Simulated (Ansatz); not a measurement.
# Zr2Ru3: the cost of one run

Computed with Ansatz 0.2.0 (DFT PBE, scalar-relativistic, plane waves, PAW, unless a step's input says otherwise).

## 1. The starting structure

Symmetry: Pm-3m, No. 221, cubic system. Conventional cell: a = 4.202 Å, b = 4.202 Å, c = 4.202 Å, α = 90.00°, β = 90.00°, γ = 90.00°. Zr (site symmetry m-3m) has 12 Ru at 2.97 Å as nearest neighbours. Zr (site symmetry m-3m) is surrounded by 6 Ru at 2.10 Å. Around Ru (site symmetry 4/mmm) lie 2 Zr at 2.10 Å.

Structure file:

```
CELL_PARAMETERS angstrom
4.20223 0.00000 0.00000
0.00000 4.20223 0.00000
0.00000 0.00000 4.20223
ATOMIC_POSITIONS crystal
Zr 0.50000 0.50000 0.50000
Zr 0.00000 0.00000 0.00000
Ru 0.50000 0.00000 0.00000
Ru 0.00000 0.50000 0.00000
Ru 0.00000 0.00000 0.50000
```

A structure generator made this guess: species swapped into a database cell of Tl2F3 (Pm-3m, No. 221), with Zr on the Tl sites and Ru on the F sites. The dimensions are guesses.

## 2. Probe: one point on a coarse mesh

input.yaml reads:

```yaml
crystal:
  lattice:
    - [4.20223132, 0.0, 0.0]
    - [0.0, 4.20223132, 0.0]
    - [0.0, 0.0, 4.20223132]
  atoms:
    - { symbol: Zr, position: [0.5, 0.5, 0.5] }
    - { symbol: Zr, position: [0.0, 0.0, 0.0] }
    - { symbol: Ru, position: [0.5, 0.0, 0.0] }
    - { symbol: Ru, position: [0.0, 0.5, 0.0] }
    - { symbol: Ru, position: [0.0, 0.0, 0.5] }
basis:
  ecutwfc: 420
kpoints:
  mp_grid: { grid: [4, 4, 4] }
hamiltonian:
  xc: pbe
scf:
  occupations: { method: gaussian, width: 0.1 }
  lower_state_search: "off"
output:
  forces: true
  stress: true
  eigenvalues: true
```

Launch:

```sh
> ansatz run input.yaml --threads 1 --pin off --max-ram 2048MiB --backend cpu --events-out ev --progress --plain --runs-dir out
```

**Question.** How long does this run take on 1 thread of Intel Xeon Platinum 8488C (Sapphire Rapids), shared host, and how much memory does it need?

About 1.5 s, with a peak of 0.46 GiB.
